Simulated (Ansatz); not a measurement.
Ta3AsAu2O13:

```xyz
19
Lattice="5.2424 3.0267 4.1427 -5.2424 3.0267 4.1427 0.0000 -6.0534 4.1427" Properties=species:S:1:pos:R:3 pbc="T T T"
Ta   -1.7887    1.0327    4.2854
Ta    0.0000   -2.0655    4.2854
Ta    1.7887    1.0327    4.2854
As    0.0000    0.0000    6.9446
Au    0.0000    0.0000   12.0005
Au    0.0000    0.0000    9.3342
O    -1.3566    0.7832    6.1532
O     0.0000   -1.5665    6.1532
O     1.3566    0.7832    6.1532
O     2.5380   -0.6359    3.6068
O    -0.7183    2.5159    3.6068
O    -1.8197   -1.8800    3.6068
O     1.8197   -1.8800    3.6068
O    -2.5380   -0.6359    3.6068
O     0.7183    2.5159    3.6068
O    -3.3469    1.9323    4.0073
O     0.0000   -3.8647    4.0073
O     3.3469    1.9323    4.0073
O     0.0000    0.0000    3.8329
```

The cell was built by a generator and needn't be a form met in nature.

```yaml
Program: Ansatz 0.2.0
Task: single point
Functional: PBE
Potentials_or_basis: Ansatz PAW
Cutoff: "420 eV (not typed: the program's choice for these potentials)"
k_mesh: 4 × 4 × 4
Occupations: fermi-dirac, width 0.05 eV
Spin: no spin polarisation
```

On this cell: pressure 0.0 GPa; largest force 0.007 eV/Å; band gap on the k mesh 1.07 eV, indirect (least direct gap 1.11 eV).

The same run follows on a disturbed copy (atoms moved at random, drawn with an rms of 0.05 Å):

```xyz
19
Lattice="5.2424 3.0267 4.1427 -5.2424 3.0267 4.1427 0.0000 -6.0534 4.1427" Properties=species:S:1:pos:R:3 pbc="T T T"
Ta   -1.7852    1.0133    4.3098
Ta    0.0189   -2.1306    4.2704
Ta    1.7571    1.0647    4.2853
As    0.0034    0.0151    6.9885
Au    0.0229    0.0251   12.0262
Au   -0.0107    0.0149    9.3327
O    -1.3666    0.8503    6.1041
O     0.0043   -1.5239    6.1947
O     1.3722    0.7887    6.1317
O     2.4996   -0.6627    3.6146
O    -0.7349    2.5182    3.6225
O    -1.8556   -1.8632    3.6115
O     1.8111   -1.9096    3.6329
O    -2.5856   -0.6058    3.6251
O     0.7719    2.5617    3.6161
O    -3.3836    1.8999    3.9907
O    -0.0109   -3.8618    4.0350
O     3.3303    1.9315    4.0249
O     0.0074    0.0060    3.8003
```

Q: What changes?

A: The energy moves by +25.3 meV/atom; pressure 0.0 GPa; largest force 4.234 eV/Å; band gap on the k mesh 0.99 eV, indirect (least direct gap 1.02 eV).

Forces on the atoms (eV/Å):
```
Ta  -0.394  0.885 -1.810
Ta  -1.402  3.776  1.306
Ta   0.374 -1.262 -0.150
As  -0.022  0.493 -1.625
Au   0.168 -0.421 -0.177
Au   0.028  0.047  0.570
O    1.014 -0.667  2.084
O   -0.100 -0.432 -0.848
O   -0.662 -0.163  0.857
O    0.277  0.452  0.089
O    0.932  0.273 -0.079
O    0.610 -0.112  0.403
O    0.241  0.012 -0.120
O    0.313 -0.902 -0.174
O   -1.588  0.342 -0.212
O    0.422 -0.073  0.186
O   -0.119 -2.312 -0.386
O    0.296  0.150 -0.093
O   -0.389 -0.084  0.178
```

Stress tensor (GPa, compression positive):
```
-2.14  0.62 -0.03
 0.62  1.54 -0.06
-0.03 -0.06  0.49
```

Caveats: spin-orbit coupling is left out, which moves the levels of the heavy elements.

A k mesh can miss the band edges.
